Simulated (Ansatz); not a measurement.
# PBE-QIDH/cc-pVDZ run of AlNH3OF (SMILES [NH2][Al]([OH])[F])

Aim: the vertical ionisation energy of AlNH3OF at PBE-QIDH/cc-pVDZ, from 2 runs. 

The calculation is run with Ansatz 0.2.0.

126 further runs of the same task are left out: 126 set aside as unsound or not needed.

## 1. Starting point

AlNH3OF has 7 atoms, charge 0, and is taken as a singlet. As SMILES, `[NH2][Al]([OH])[F]`. Geometry: relaxed at PBE0-D4/def2-TZVP. This is one conformer, not always the lowest.

Bond lengths: N1–Al2 1.755 Å, Al2–O3 1.685 Å, Al2–F4 1.644 Å, N1–H5 1.006 Å, N1–H6 1.006 Å, O3–H7 0.954 Å. Angles: N1–Al2–O3 124.9°, N1–Al2–F4 118.1°, O3–Al2–F4 117.0°, Al2–N1–H5 123.7°, Al2–N1–H6 125.7°, Al2–O3–H7 124.9°, H5–N1–H6 110.6°.

## 2. A single-point energy at PBE-QIDH/cc-pVDZ

Contents of run.yaml:

```yaml
crystal:
  periodic: [false, false, false]
  atoms:
    - {symbol: "N", position_ang: [-0.569800, 0.926800, -0.530800]}
    - {symbol: Al, position_ang: [-0.133300, -0.630000, 0.151800]}
    - {symbol: O, position_ang: [1.368400, -1.004200, 0.819000]}
    - {symbol: F, position_ang: [-1.265600, -1.822100, 0.146500]}
    - {symbol: H, position_ang: [-1.473200, 1.130200, -0.925100]}
    - {symbol: H, position_ang: [0.029600, 1.732300, -0.586700]}
    - {symbol: H, position_ang: [2.105200, -0.401000, 0.879500]}
basis:
  gaussian:
    orbitals: cc-pVDZ
total_charge: 0
hamiltonian:
  xc: {name: PBE-QIDH}
correlation:
  frozen_orbitals: {Al: 5, F: 1, H: 0, "N": 1, O: 1}
accuracy: high
output:
  orbitals: {seedname: orbitals}
```

Run with:

```bash
$ ansatz run run.yaml --threads 1 --pin off --max-ram 3480MiB --events-out events.jsonl --progress --plain --runs-dir runs
```

Log:

```text
Warning: RAYON_NUM_THREADS=1 ignored (pool sized by the plan → 1); use --threads N
Functional definition: PBE-QIDH
  name "PBE-QIDH"
  parameter a = 3^(-1/3)
  parameter c = 1/3
  exchange = (1 - a)*pbe_x + a*exact_x
  correlation = (1 - c)*pbe_c + c*(mp2_os + mp2_ss)
1649 factors; integrals over basis functions are off by at most 3.7e-9 eV
mean field evaluation 1: about -12877.5107 eV, gradient 5.8e1 eV
mean field evaluation 2: about -12877.5538 eV, gradient 5.8e1 eV
mean field evaluation 4: about -12883.5989 eV, gradient 2.2e0 eV
mean field evaluation 8: about -12883.6236 eV, gradient 4.8e-2 eV
mean field evaluation 16: about -12883.6236 eV, gradient 5.2e-6 eV
mean field -12883.62360119 eV, -473.4644345100 hartree, gradient 2.1e-8 eV, S^2 0.000000; 0 other end points of the search recorded, 0 dependent functions left out
8 core orbitals not correlated: weight in the atoms' cores, before any rotation towards them, 1.000 or more for the frozen orbitals, at most 0.000 for the correlated occupied ones
reference -12883.62360245 eV, -473.4644345562 hartree; 12, 12 occupied and 55, 55 virtual orbitals, 1649 factors
second order -18.56099329 eV of doubles, -0.00000000 eV of singles
Total energy: -12889.81060021 eV, -473.6918025303 hartree
```

It took 8.1 s on 1 thread of Arm Neoverse V1, shared host; peak memory 0.22 GiB.

## 3. The doublet cation

Contents of job.yaml:

```yaml
crystal:
  periodic: [false, false, false]
  atoms:
    - symbol: N
      position_ang: [-0.569800, 0.926800, -0.530800]
    - symbol: Al
      position_ang: [-0.133300, -0.630000, 0.151800]
    - symbol: O
      position_ang: [1.368400, -1.004200, 0.819000]
    - symbol: F
      position_ang: [-1.265600, -1.822100, 0.146500]
    - symbol: H
      position_ang: [-1.473200, 1.130200, -0.925100]
    - symbol: H
      position_ang: [0.029600, 1.732300, -0.586700]
    - symbol: H
      position_ang: [2.105200, -0.401000, 0.879500]
basis:
  gaussian:
    orbitals: cc-pVDZ
total_charge: 1
magnetization:
  spin_polarized: true
  initial_magnetization: 1
hamiltonian:
  xc: {name: PBE-QIDH}
correlation:
  frozen_orbitals: {Al: 5, F: 1, H: 0, "N": 1, O: 1}
accuracy: high
output:
  orbitals: {seedname: orbitals}
```

Run with:

```bash
$ ansatz run job.yaml --threads 1 --pin off --max-ram 3480MiB --events-out events.jsonl --progress --plain --runs-dir runs
```

Log, shortened:

```text
Warning: RAYON_NUM_THREADS=1 ignored (pool sized by the plan → 1); use --threads N
Functional definition: PBE-QIDH
  name "PBE-QIDH"
[...]
1646 factors; integrals over basis functions are off by at most 3.8e-9 eV
[...]
mean field -12873.84143596 eV, -473.1049465686 hartree, gradient 8.0e-8 eV, S^2 0.755253; 0 other end points of the search recorded, 0 dependent functions left out
8 core orbitals not correlated: weight in the atoms' cores, before any rotation towards them, 1.000 or more for the frozen orbitals, at most 0.000 for the correlated occupied ones
reference -12873.84143726 eV, -473.1049466161 hartree; 12, 11 occupied and 55, 56 virtual orbitals, 1646 factors
second order -17.36206517 eV of doubles, -0.00000000 eV of singles
Total energy: -12879.62879232 eV, -473.3176279917 hartree
```

Wall time 12 s (1 thread of Arm Neoverse V1, shared host); peak memory 0.32 GiB.

## 4. What came out

Level: PBE-QIDH/cc-pVDZ, 8 core orbitals frozen.

| quantity | value |
| --- | --- |
| singlet AlNH3OF: total energy | -473.69180 Eh |
| singlet AlNH3OF: HOMO energy (SCF part's orbitals) | -9.93 eV |
| singlet AlNH3OF: LUMO energy (SCF part's orbitals) | 1.63 eV |
| singlet AlNH3OF: HOMO–LUMO gap (SCF part's orbitals) | 11.56 eV |
| doublet cation: total energy | -473.31763 Eh |
| doublet cation: HOMO energy (SCF part's orbitals) (highest over α and β) | -17.22 eV |
| doublet cation: LUMO energy (SCF part's orbitals) (lowest over α and β) | -9.81 eV |
| doublet cation: ⟨S²⟩ | 0.755 |
| vertical ionisation energy (to the doublet cation) | 10.182 eV |

What this shows: Removing an electron at fixed nuclei costs 10.18 eV (235 kcal/mol). The negative HOMO energy of the first species, 9.93 eV, lies 0.25 eV below that difference.
